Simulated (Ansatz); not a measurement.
**CH6BGa: up Jacob's ladder to CCSD(T)**

The task here is to estimate one member of a computed series from the others.

Program: Ansatz 0.2.0, Gaussian basis. Level of theory: functionals in def2-TZVPP, the program's frozen cores in correlated methods. These are calculated values, not measurements.

Plan: LDA (SPW92), PBE-D4, revPBE-D4, BLYP-D4, r2SCAN-D4, B97M-V, PBE0-D4, B3LYP-D4, r2SCANh-D4, r2SCAN0-D4, HSE06-D4, BHLYP-D4, CAM-B3LYP-D4, LC-ωPBE, ωB97X-V, ωB97M-V, B2PLYP, PBE-QIDH; CCSD(T)/def2-SVP; CCSD(T)/def2-TZVPP; CCSD(T)/def2-QZVPP; extrapolation to the limit; RPA on PBE.

## The geometry

An earlier PBE0-D4 in a triple-zeta def2 set relaxation fixed the geometry.

SMILES `C[BH][GaH2]`, 9 atoms, charge 0, spin multiplicity 1.

Atoms are counted from 1 here; the program's logs count them from 0.

Bond lengths: C1–B2 1.556 Å, C1–H4 1.094 Å, C1–H5 1.104 Å, C1–H6 1.091 Å, B2–Ga3 2.078 Å, B2–H7 1.205 Å, Ga3–H8 1.579 Å, Ga3–H9 1.579 Å. Angles: B2–C1–H4 113.6°, B2–C1–H5 103.4°, B2–C1–H6 117.2°, H4–C1–H5 104.9°, H4–C1–H6 109.8°, H5–C1–H6 106.7°, C1–B2–Ga3 126.0°, C1–B2–H7 116.3°, Ga3–B2–H7 117.6°, B2–Ga3–H8 122.9°, B2–Ga3–H9 122.6°, H8–Ga3–H9 114.5°.

Set-up of the first run:

The input, in.yaml:

```yaml
crystal:
  periodic: [false, false, false]
  atoms:
    - {symbol: C, position_ang: [-0.655962, 1.050474, -0.726069]}
    - {symbol: B, position_ang: [-0.436046, -0.403635, -0.216425]}
    - {symbol: Ga, position_ang: [1.038694, -1.022191, 1.111101]}
    - {symbol: H, position_ang: [-1.704776, 1.292797, -0.920296]}
    - {symbol: H, position_ang: [-0.175744, 1.049276, -1.720507]}
    - {symbol: H, position_ang: [-0.191167, 1.855171, -0.155028]}
    - {symbol: H, position_ang: [-1.154214, -1.249052, -0.686624]}
    - {symbol: H, position_ang: [2.492175, -1.430881, 0.648484]}
    - {symbol: H, position_ang: [0.787030, -1.141950, 2.665354]}
basis:
  gaussian: {orbitals: def2-TZVPP}
hamiltonian: {xc: lda}
output: {orbitals: {seedname: orbitals}}
```

Launch:

```console
$ ansatz run in.yaml --threads 2 --pin off --events-out ev --progress --plain --max-ram 22528MiB --backend cpu
```

Among the steps run: LDA; PBE-D4 (GGA); revPBE-D4 (GGA); BLYP-D4 (GGA); r2SCAN-D4 (meta-GGA); B97M-V (meta-GGA); B3LYP-D4 (hybrid); r2SCANh-D4 (hybrid); r2SCAN0-D4 (hybrid); HSE06-D4 (hybrid); BHLYP-D4 (hybrid); CAM-B3LYP-D4 (range-separated); LC-ωPBE (range-separated); ωB97X-V (range-separated); ωB97M-V (range-separated); B2PLYP (double hybrid); PBE-QIDH (double hybrid).

One of the session's tables, all rows but one given; the rest of the session is left out.

It belongs to the step «Orbital energies across the functionals». 

| functional | HOMO (eV) | LUMO (eV) | gap (eV) |
| --- | --- | --- | --- |
| LDA (SPW92) | -6.08 | -2.80 | 3.29 |
| PBE-D4 | -6.00 | -2.56 | 3.44 |
| revPBE-D4 | -5.96 | -2.46 | 3.50 |
| BLYP-D4 | ? | ? | ? |
| r2SCAN-D4 | -6.24 | -2.22 | 4.02 |
| B97M-V | -6.31 | -2.30 | 4.01 |
| PBE0-D4 | -7.13 | -1.59 | 5.54 |
| B3LYP-D4 | -6.96 | -1.80 | 5.17 |
| r2SCANh-D4 | -6.65 | -1.89 | 4.76 |
| r2SCAN0-D4 | -7.28 | -1.40 | 5.88 |
| HSE06-D4 | -6.73 | -1.98 | 4.76 |
| BHLYP-D4 | -8.20 | -0.77 | 7.44 |
| CAM-B3LYP-D4 | -8.47 | -0.62 | 7.85 |
| LC-ωPBE | -9.79 | 0.59 | 10.38 |
| ωB97X-V | -9.44 | 0.42 | 9.87 |
| ωB97M-V | -9.27 | 0.17 | 9.44 |

Q: Estimate the row for BLYP-D4 from the others.

Worked estimate for «HOMO (eV)». Against the share of exact exchange, B3LYP-D4 (0.2, -6.96), BHLYP-D4 (0.5, -8.20) give a slope of -4.13 per unit share; at 0 the line stands at -6.13.

As computed: HOMO (eV): -5.90; LUMO (eV): -2.40; gap (eV): 3.50. In «HOMO (eV)» the line misses by -0.23.
